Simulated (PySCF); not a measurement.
**CdH: from the state search to spectroscopic constants**

Aim: find the lowest electronic state of CdH, scan its bond at several levels of theory, and get bond length, wavenumber and dissociation energy from each curve.

The runs use PySCF 2.14.0; Cd x2c-TZVPPall, H x2c-TZVPPall, spin-free X2C with a Gaussian nucleus.

## 1. Set-up

The job is set up so:

* atoms: Cd, H
* charge: 0
* basis: Cd x2c-TZVPPall, H x2c-TZVPPall
* Hamiltonian: spin-free X2C with a Gaussian nucleus
* basis functions: 93
* electrons treated: 49
* masses in u: 113.9034, 1.0078
* levels: PBE0, PBE, r²SCAN, M06-L, r²SCANh, TPSSh, M06, ωB97X, HF, MP2, SCS-MP2, CCSD, CCSD(T)
* grid: 80 radial by 434 angular points
* occupations: held fixed by the projection of orbital angular momentum
* dissociation limit: Cd + H, each in its ground configuration
* starting distance in angstrom: 1.720
* values of 2S to try: 1, 3

Started as:

```sh
> OMP_NUM_THREADS=1 python dia.py task.json out
```

After this run come: PBE0 along the bond; Higher solutions at PBE0; PBE; r²SCAN (meta-GGA); M06-L; r²SCANh (hybrid meta-GGA); TPSSh (hybrid meta-GGA); M06; ωB97X (range-separated hybrid); UHF (mean field); Correlated methods on the Hartree–Fock reference.

Q: Predict the outcome of this session. Wanted: for each run, Re; ωe; De; μ.

As calculated:

Lowest PBE0 solution found, without spin–orbit coupling: ²Σ⁺ (doublet), unpaired electrons σ ↑. The other levels ran on it alone.

```
      level  Re (Å)  ωe (cm⁻¹)  De (eV)  μ (D)
        UHF   1.781       1490     0.65  -0.94
    UHF-MP2   1.710       1567     0.56    n/a
UHF-SCS-MP2   1.724       1551     0.61    n/a
   UHF-CCSD   1.747       1472     0.80    n/a
UHF-CCSD(T)   1.746       1457     0.78    n/a
        PBE   1.787       1335     0.78  -0.56
     r²SCAN   1.766       1410     1.00  -0.63
      M06-L   1.805       1325     0.68  -0.85
      TPSSh   1.777       1401     1.03  -0.69
    r²SCANh   1.764       1425     1.01  -0.66
       PBE0   1.768       1427     0.85  -0.66
        M06   1.819       1258     0.53  -0.79
      ωB97X   1.766       1455     0.74  -0.78
```

De is counted to Cd + H in their ground configurations. A positive dipole means Cd(−)H(+).

Differences from CCSD(T) in the same basis:

```
      level  Re (mÅ)  ωe (%)
        UHF      +35    +2.3
    UHF-MP2      -36    +7.5
UHF-SCS-MP2      -22    +6.4
   UHF-CCSD       +1    +1.0
        PBE      +41    -8.4
     r²SCAN      +20    -3.2
      M06-L      +59    -9.1
      TPSSh      +31    -3.8
    r²SCANh      +18    -2.2
       PBE0      +22    -2.1
        M06      +73   -13.7
      ωB97X      +21    -0.1
```

Judged by CCSD(T) in the same basis: best bond length UHF-CCSD (+1 mÅ), worst M06 (+73 mÅ); best wavenumber ωB97X (-0.1 %), worst M06 (-13.7 %). Of the levels with a De here, M06 gives the least (0.53 eV) and TPSSh the most (1.03 eV).

Correlated steps freeze 14 core orbitals. Spin–orbit coupling is left out.
